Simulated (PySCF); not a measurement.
# F2O2W (WO2F2): the cost of one run

Programs: PySCF 2.14.0, with routines of our own; each step states its level. All values are computed. Atoms count from 0.

## 1. The system as given

5 atoms, charge 0, multiplicity 1; geometry from: GFN2-xTB.

## 2. Optimising the geometry at PBE0-D3(BJ)/def2-SVP

What the job is given:

```
{"job": {"xc": "PBE0", "basis": "def2-SVP", "d3": "d3bj", "grid": 1, "maxiter": 30, "shake": 0.03, "kind": "geom"}, "charge": 0, "multiplicity": 1}
W      0.144740    -0.077070     0.068990
O      0.008380    -0.031090     1.733810
O      1.585030     0.004280    -0.600620
F     -0.780730     1.427560    -0.608880
F     -0.882580    -1.434160    -0.655420
```

Run with:

```
$ OMP_NUM_THREADS=1 python heavy_run.py task.json out
```

This one command runs all jobs of the session in turn.

**Question.** How long does this first job take on 1 thread of Arm Neoverse V1, shared host, and how much memory does it need?

About 27 s, with a peak of 0.34 GiB.
